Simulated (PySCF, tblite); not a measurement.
# C₂H₁₁NSSi₂: geometry, infrared bands and NMR shifts

Wanted: the infrared bands and NMR shifts of C₂H₁₁NSSi₂ (`CN[Si@H]([SiH3])SC`), by calculation.

Programs: tblite 0.8.0 and PySCF 2.14.0, with density-fitted response routines of our own. Each step states its level of theory. These are calculated values for one molecule in the gas phase, unless marked as measured. Atoms are numbered from 0 throughout.

## 1. Starting geometry

17 atoms, charge 0, multiplicity 1; geometry from: force field or distance geometry start.

Bonds of the start (Å): C0–N1 1.45, N1–Si2 1.70, Si2–Si3 2.33, Si2–S4 2.14, S4–C5 1.81, C0–H6 1.10, C0–H7 1.09, C0–H8 1.09, N1–H9 1.03, Si2–H10 1.49, Si3–H11 1.49, Si3–H12 1.49, Si3–H13 1.49, C5–H14 1.10, C5–H15 1.09, C5–H16 1.10.

## 2. Optimising the geometry with GFN2-xTB

Job settings and geometry (Å):

```
{"job": {"kind": "relax", "xc": "GFN2-xTB", "basis": "xTB"}, "charge": 0, "multiplicity": 1}
C     -1.619700    -1.929200    -0.219900
N     -0.511000    -1.186300     0.334400
Si    -0.486100     0.488800     0.639700
Si    -0.580400     1.838700    -1.260600
S      1.280300     0.784300     1.806300
C      2.618000     0.297700     0.689800
H     -2.507800    -1.874300     0.427600
H     -1.893700    -1.545200    -1.206800
H     -1.349400    -2.983300    -0.333300
H     -0.233900    -1.643200     1.219800
H     -1.659100     0.749400     1.517600
H     -1.798200     1.523300    -2.058100
H     -0.624800     3.275900    -0.877300
H      0.620000     1.606600    -2.116400
H      2.648200     0.946500    -0.191900
H      2.514100    -0.744300     0.396500
H      3.576400     0.406800     1.222800
```

The run is started by

```sh
$ OMP_NUM_THREADS=1 python probes_run.py task.json out
```

One launch serves the whole session: the jobs run in the order shown.

**Question.** This job is followed by: GFN2-xTB harmonic vibrations, gas phase; GIAO PBE0/pcSseg-1 NMR shielding, non-relativistic, gas phase. Predict these results of the whole session: strongest single infrared mode (GFN2-xTB); zero-point energy (GFN2-xTB); 13C shifts against TMS (PBE0/pcSseg-1); 1H shifts against TMS (PBE0/pcSseg-1, means over atoms taken as alike); 15N shifts against NH3 (PBE0/pcSseg-1); 29Si shifts against TMS (PBE0/pcSseg-1); 33S shifts against CS2 (PBE0/pcSseg-1); surface potential, 1st and 99th percentile.

**Answer**, as computed:

| quantity | value |
| --- | --- |
| strongest single infrared mode (GFN2-xTB) | 789 cm⁻¹, 434 km/mol |
| zero-point energy (GFN2-xTB) | 78.0 kcal/mol |
| 13C shifts against TMS (PBE0/pcSseg-1) | 32.4, 13.5 ppm |
| 1H shifts against TMS (PBE0/pcSseg-1, means over atoms taken as alike) | 5.56, 3.55, 2.71, 2.11, -0.03 ppm |
| 15N shifts against NH3 (PBE0/pcSseg-1) | 26.1 ppm |
| 29Si shifts against TMS (PBE0/pcSseg-1) | -10.2, -120.3 ppm |
| 33S shifts against CS2 (PBE0/pcSseg-1) | -148 ppm |
| surface potential, 1st and 99th percentile | -1.11 V and 1.30 V |

In words: The optimisation took 136 steps and gained 0.265 eV; among the close pairs (by a distance rule), Si3–H13 changed most, from 1.492 to 1.468 Å. All 45 modes are real, so the xTB geometry is a minimum. The strongest single mode, at 789 cm⁻¹, has its largest shares on H13, H12 and H11 (the list is cut at 3 atoms). Unscaled tight-binding wavenumbers are off by several per cent, some by more. Its intensities can rank the bands wrongly. C0 (methyl carbon bonded to N) lies farthest downfield among carbon, at 32.4 ppm; pulled downfield by the heteroatom. At PBE0/pcSseg-1: The largest span, 188 ppm, is at S4, where the paramagnetic term is -407 ppm.
